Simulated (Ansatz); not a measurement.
**YTiGe, relaxed**

Aim: in YTiGe, a crystal from a database, its volume scaled a little, relax cell and atoms at 5 GPa, then read levels, charges and fields where it ends.

All numbers below are computed with Ansatz 0.2.0 (DFT, PBEsol, no spin polarisation, plane waves, PAW).

## (1) Geometry

The structure is tetragonal, space group I4/mmm (No. 139). Conventional cell: a = 4.038 Å, b = 4.038 Å, c = 15.217 Å, α = 90.00°, β = 90.00°, γ = 90.00°. Around Ge (site symmetry 4mm) lie 4 Ti at 2.89 Å and 5 Y at 2.89 to 3.00 Å. Ti (site symmetry mmm) has 4 Ti at 2.86 Å and 4 Ge at 2.89 Å and 4 Y at 3.25 Å as nearest neighbours. Around Y (site symmetry 4mm) lie 5 Ge at 2.89 to 3.00 Å and 4 Ti at 3.25 Å.

Coordinates:

```cif
data_structure
_symmetry_space_group_name_H-M 'P 1'
_symmetry_Int_Tables_number 1
_cell_length_a 4.0382
_cell_length_b 4.0382
_cell_length_c 8.1267
_cell_angle_alpha 75.614
_cell_angle_beta 75.614
_cell_angle_gamma 90.000
_cell_volume 124.07
loop_
_atom_site_label
_atom_site_type_symbol
_atom_site_fract_x
_atom_site_fract_y
_atom_site_fract_z
_atom_site_occupancy
Ge1 Ge 0.13600 0.13600 0.72800 1
Ge2 Ge 0.86400 0.86400 0.27200 1
Ti1 Ti 0.50000 0.00000 0.00000 1
Ti2 Ti 0.00000 0.50000 0.00000 1
Y1 Y 0.33300 0.33300 0.33400 1
Y2 Y 0.66700 0.66700 0.66600 1
```

The first density is read from a saved solution for the starting cell.

## (2) The walk to rest

Contents of input.yaml:

```yaml
crystal:
  lattice:
    - [0.0, 4.038167, 0.0]
    - [4.038167, 0.0, 0.0]
    - [2.019084, 2.019084, -7.608589]
  atoms:
    - { symbol: Ge, position: [0.136, 0.136, 0.728] }
    - { symbol: Ge, position: [0.864, 0.864, 0.272] }
    - { symbol: Ti, position: [0.5, 0.0, 0.0] }
    - { symbol: Ti, position: [0.0, 0.5, 0.0] }
    - { symbol: "Y", position: [0.333, 0.333, 0.334] }
    - { symbol: "Y", position: [0.667, 0.667, 0.666] }
  symmetry: { tolerance: 0.0003 }
kpoints:
  mp_grid: { grid: [6, 6, 6], shift: [0, 0, 0] }
magnetization:
  spin_polarized: false
scf:
  occupations: { method: gaussian, width: 0.0406 }
  lower_state_search: "off"
hamiltonian:
  pseudopotentials: { kind: paw }
  xc: pbesol
basis:
  ecutwfc: 420
  fft_grid_basis: typed
relax:
  max_steps: 80
  cell: { p_target: 5.0 }
output:
  forces: true
  stress: true
  eigenvalues: true
  bader: true
  populations: true
  elf: true
  write_potential: true
  volumetric_format: npy
  dos:
    e_range: [-12, 8]
    de: 0.05
    projected: { site_lists: { Ge: [Ge], Ti: [Ti], "Y": ["Y"] } }
  write_density: true
checkpoint:
  read: saved_state
```

On the command line:

```sh
$ ansatz run input.yaml --threads 2 --pin off --max-ram 3584MiB --backend cpu --events-out ev --progress --plain --runs-dir out
```

Q: Predict the outcome of this session. Wanted: moves; largest move; cell; volume; pressure at the end; character; Bader charges.

The runs gave:

| quantity | value |
| --- | --- |
| moves | 5 |
| largest move | 0.19 Å (Ge) |
| space group (0.01 Å), before / after | I4/mmm / I4/mmm |
| cell | a = 3.915 Å, b = 3.915 Å, c = 8.053 Å, α = 75.93°, β = 75.93°, γ = 90.00° |
| volume | 19.32 Å³/atom (-6.6 %) |
| pressure at the end | 5.01 GPa |
| character | metal |
| density of states, mean within 0.25 eV of the Fermi level | 9.6 per eV per cell |
| Bader charges | Ge -1.92, Ti +0.60, Y +1.32 e |

In words: The volume shrank by 6.6 %, and the largest move of an atom is 0.19 Å apart from the change of the cell. The run held to 16 symmetry operations, so a lower structure without them is not ruled out. It is a metal; within 0.25 eV of the Fermi level the density of states averages 9.6 per eV per cell, mostly Ti d (50 %) and Y d (35 %). By Bader's partition Y gives up most (+1.32 e) and Ge takes most (-1.92 e).

Keep in mind: many states at the Fermi level without spin polarisation, so a magnetic state may lie lower.
